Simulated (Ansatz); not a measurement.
# C₉H₂₀: a ladder of functionals and wavefunction methods

One table from this session's results is given with a row withheld; the runs are named, their logs left out.

Method: functionals in def2-TZVPP, the program's frozen cores in correlated methods; program: Ansatz 0.2.0, Gaussian basis.

The runs, in order: PBE-D4, r2SCAN-D4, PBE0-D4, B3LYP-D4, ωB97X-V, ωB97M-V, B2PLYP; CCSD(T)/def2-TZVPP; MP2/def2-QZVPP; extrapolation to the limit.

**The relaxed structure**

The geometry comes from an earlier relaxation with PBE0-D4 in a triple-zeta def2 set; it is a stationary point, not always the lowest conformer.

SMILES `CCCCCC(C)(C)C`, 29 atoms, charge 0, spin multiplicity 1.

Atoms are counted from 1 here; the program's logs count them from 0.

Bond lengths: C1–C2 1.520 Å, C1–H10 1.093 Å, C1–H11 1.094 Å, C1–H12 1.092 Å, C2–C3 1.525 Å, C2–H13 1.095 Å, C2–H14 1.095 Å, C3–C4 1.525 Å, C3–H15 1.096 Å, C3–H16 1.096 Å, C4–C5 1.520 Å, C4–H17 1.094 Å, C4–H18 1.094 Å, C5–C6 1.536 Å, C5–H19 1.098 Å, C5–H20 1.096 Å, C6–C7 1.527 Å, C6–C8 1.527 Å and more. Angles: C2–C1–H10 111.8°, C2–C1–H11 111.1°, C2–C1–H12 111.2°, H10–C1–H11 107.4°, H10–C1–H12 107.4°, H11–C1–H12 107.7°, C1–C2–C3 113.9°, C1–C2–H13 109.2°, C1–C2–H14 109.5°, C3–C2–H13 108.4°, C3–C2–H14 109.9°, H13–C2–H14 105.7°, C2–C3–C4 115.4°, C2–C3–H15 108.7°, C2–C3–H16 108.8°, C4–C3–H15 108.6°, C4–C3–H16 108.9°, H15–C3–H16 106.1° and more.

The first run:

Input file in.yaml:

```yaml
crystal:
  periodic: [false, false, false]
  atoms:
    - {symbol: C, position_ang: [-0.054204, 0.929151, -3.160208]}
    - {symbol: C, position_ang: [-0.220143, 1.993155, -2.087817]}
    - {symbol: C, position_ang: [-1.290544, 1.664600, -1.052276]}
    - {symbol: C, position_ang: [-1.081519, 0.361875, -0.286848]}
    - {symbol: C, position_ang: [0.215193, 0.329133, 0.506176]}
    - {symbol: C, position_ang: [0.464959, -0.916631, 1.369043]}
    - {symbol: C, position_ang: [-0.617544, -1.069379, 2.434486]}
    - {symbol: C, position_ang: [0.509609, -2.172711, 0.502510]}
    - {symbol: C, position_ang: [1.815280, -0.745298, 2.060255]}
    - {symbol: H, position_ang: [0.300560, -0.016412, -2.742334]}
    - {symbol: H, position_ang: [-1.003359, 0.728576, -3.666312]}
    - {symbol: H, position_ang: [0.666912, 1.241402, -3.919091]}
    - {symbol: H, position_ang: [-0.479516, 2.945637, -2.561689]}
    - {symbol: H, position_ang: [0.740078, 2.162539, -1.589442]}
    - {symbol: H, position_ang: [-2.264084, 1.622552, -1.554959]}
    - {symbol: H, position_ang: [-1.354228, 2.491461, -0.335123]}
    - {symbol: H, position_ang: [-1.931384, 0.224507, 0.388823]}
    - {symbol: H, position_ang: [-1.114060, -0.479780, -0.985762]}
    - {symbol: H, position_ang: [0.251002, 1.211108, 1.159507]}
    - {symbol: H, position_ang: [1.063230, 0.431167, -0.181206]}
    - {symbol: H, position_ang: [-0.390232, -1.910869, 3.095039]}
    - {symbol: H, position_ang: [-0.689498, -0.169653, 3.052838]}
    - {symbol: H, position_ang: [-1.599387, -1.254946, 1.993391]}
    - {symbol: H, position_ang: [1.261835, -2.078619, -0.286567]}
    - {symbol: H, position_ang: [0.766922, -3.047747, 1.105974]}
    - {symbol: H, position_ang: [-0.453766, -2.372494, 0.027967]}
    - {symbol: H, position_ang: [1.820704, 0.145361, 2.695316]}
    - {symbol: H, position_ang: [2.620633, -0.639121, 1.327605]}
    - {symbol: H, position_ang: [2.046551, -1.608566, 2.690695]}
basis:
  gaussian: {orbitals: def2-TZVPP}
hamiltonian: {xc: pbe, dispersion: d4}
output: {forces: true, orbitals: {seedname: orbitals}}
```

Started as:

```bash
> ansatz run in.yaml --threads 4 --pin off --events-out ev --progress --plain --max-ram 66560MiB --backend cuda --devices 0, --max-vram 37GiB
```

Steps of the session up to this table: PBE-D4 (GGA); r2SCAN-D4 (meta-GGA); PBE0-D4 (hybrid); B3LYP-D4 (hybrid); ωB97X-V (range-separated); ωB97M-V (range-separated); B2PLYP (double hybrid); CCSD(T) in def2-TZVPP; MP2 in def2-QZVPP.

One of the session's tables, all rows but one given; the rest of the session is left out.

It belongs to the step «Atomisation energies». 

```
            method  atoms, summed (eV)  atomisation energy (kJ/mol)
            PBE-D4           -9528.231                      11797.2
         r2SCAN-D4           -9537.450                      11631.4
           PBE0-D4           -9531.307                      11693.5
          B3LYP-D4           -9545.166                      11615.5
           ωB97X-V           -9541.105                      11625.1
           ωB97M-V           -9537.583                      11640.5
            B2PLYP           -9535.293                      11494.3
     HF/def2-TZVPP           -9502.992                       8837.1
    MP2/def2-TZVPP                   ?                            ?
   CCSD/def2-TZVPP           -9524.181                      11253.6
CCSD(T)/def2-TZVPP           -9524.678                      11383.5
           MP2/CBS           -9521.958                      11704.5
       CCSD(T)/CBS           -9527.454                      11611.4
```

Q: Estimate the row for MP2/def2-TZVPP from the others.

The run gave: atoms, summed (eV): -9519.182; atomisation energy (kJ/mol): 11476.7. In the column «atoms, summed (eV)» it lies between MP2/CBS (-9521.958) and HF/def2-TZVPP (-9502.992).
